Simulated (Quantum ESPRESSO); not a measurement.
AlCo, 2 atoms in the cell. The structure is cubic, space group Pm-3m (No. 221). Conventional cell: a = 2.819 Å, b = 2.819 Å, c = 2.819 Å, α = 90.00°, β = 90.00°, γ = 90.00°. Around Co (site symmetry m-3m) lie 8 Al at 2.44 Å. Al (site symmetry m-3m) has 8 Co at 2.44 Å as nearest neighbours. The cell is a database's computed one.

* Program: Quantum ESPRESSO 7.5
* Task: phonons
* Functional: LDA
* Potentials or basis: GBRV 1.5 LDA
* Cutoff: 762 eV
* Density cutoff: 6095 eV
* k mesh: 6 × 6 × 6
* Occupations: cold, width 0.2 eV
* Spin: collinear spin, ferromagnetic start
* Starting moments: [2.0, 0.0] μB
* Target pressure: 15 GPa
* Form of the LDA correlation: PZ81
* Mixing beta: 0.3
* Most SCF iterations: 120
* SCF threshold: 4e-10 Ry

Potentials or basis: GBRV 1.5 LDA.

Run with:

```bash
$ OMP_NUM_THREADS=1 pw.x -in pw.in > pw.out
$ OMP_NUM_THREADS=1 pw.x -in relax.in > relax.out
$ OMP_NUM_THREADS=1 pw.x -in scf2.in > scf2.out
$ OMP_NUM_THREADS=1 ph.x -in ph.in > ph.out
$ OMP_NUM_THREADS=1 dynmat.x -in dynmat.in > dynmat.out
```

Hardware: 1 thread of Arm Neoverse V2, with other jobs on the host.

Question: Estimate the wall time of this run.

Answer: Wall time 3.4 min on 1 thread of Arm Neoverse V2, on a shared host, peak memory 0.14 GiB. Counts: scf iterations 112, k pools 1, bands 19, ion steps 6, k points 20, g dense 24207.
